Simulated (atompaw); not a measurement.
# Tungsten: generating and testing a PAW (atompaw) potential

Aim: build the potential from the settings below, then test how well it stands in for the atom: scattering, ghost states and the plane-wave cutoff that it needs.

Method: atompaw 4.2.0.5, PBE, scalar-relativistic.

### Step 1. Starting point

The settings as typed:

```json
{"element": "tungsten (W, Z = 74)", "type": "PAW", "frozen core": "[Xe] 4f14", "valence charge": "6", "reference configuration": "5d4 6s1.75 6p0.25", "partial waves": "6s (bound): rc 2.25 bohr; 6s channel at 0.35 Ry: rc 3.00 bohr; 6p (bound): rc 2.85 bohr; 6p channel at 1.05 Ry: rc 3.00 bohr; 5d (bound): rc 3.00 bohr; 5d channel at 0.3 Ry: rc 3.00 bohr", "local potential": "bessel scheme, radius 2.25 bohr", "core correction": "smooth core density matched at 2.45 bohr", "augmentation charge": "sinc compensation charge, radius 2.85 bohr; PAW radius 3.00 bohr; waves and projectors: custom rrkj gramschmidtortho"}
```

The nodes and maxima of the atom's own shells, from an earlier all-electron run, set the scale for the radii.

All-electron outer shells of the reference configuration (PBE, scalar-relativistic, ld1.x):

| shell | level (eV) | outermost node (bohr) | outermost maximum (bohr) |
| --- | --- | --- | --- |
| 5p | -43.63 | 0.57 | 1.09 |
| 4f | -33.63 | – | 0.43 |
| 6s | -6.00 | 1.28 | 2.64 |
| 5d | -4.86 | 0.63 | 1.49 |
| 6p | -1.58 | 1.54 | 3.70 |

### Step 2. Generation

Contents of W.input:

```
W 74
GGA-PBE scalarrelativistic loggrid 2001 logderivrange -2 5 176
6 6 5 4 0 0
6 0 1.75
6 1 0.25
5 2 4
0 0 0
c
c
c
c
c
v
c
c
c
c
v
c
c
v
c
2
3.00 2.85 2.25 2.45
y
0.35
n
y
1.05
n
y
0.3
n
custom rrkj gramschmidtortho sinc
bessel
2.25
3.00
2.85
3.00
3.00
3.00
PWSCFOUT
UPFDX 0.0125d0 UPFXMIN -7.d0 UPFZMESH 74.d0
END
```

Command:

```sh
$ atompaw < W.input > W.log
```

Before running it: what results should come out? Wanted: cutoffs for 10 and 1 mRy, occupied levels; bound ghosts; largest phase difference near zero energy, channels read; lowest eigenvalue of the overlap; share of valence orbitals outside the PAW sphere; UPF file.

As calculated:

```
                                                quantity                      value
               cutoffs for 10 and 1 mRy, occupied levels            10 Ry and 18 Ry
                                            bound ghosts             p at -75.65 eV
largest phase difference near zero energy, channels read                  0.003 rad
         lowest eigenvalue of the overlap (Bessel basis)                  0.021 (s)
        share of valence orbitals outside the PAW sphere  6s 50 %, 6p 84 %, 5d 14 %
                                                UPF file                    written
```

A bound ghost (p) makes it unfit for use: electrons can fall into a state that the atom doesn't have. By its cutoff, 10 Ry for the looser tolerance, it is soft on the atom at that tolerance. The slowest occupied level is 5d: taken alone it needs 12 Ry to come within 1 mRy, against 8 Ry for 6s. Near zero energy the phases of the channels with partial waves agree within 0.003 rad. The pseudo curves have a pole with no partner nearby in the atom's: s at 1.41 Ry. At positive energy that is a spurious or a displaced resonance. These are tests on the free atom; a crystal test is still owed.
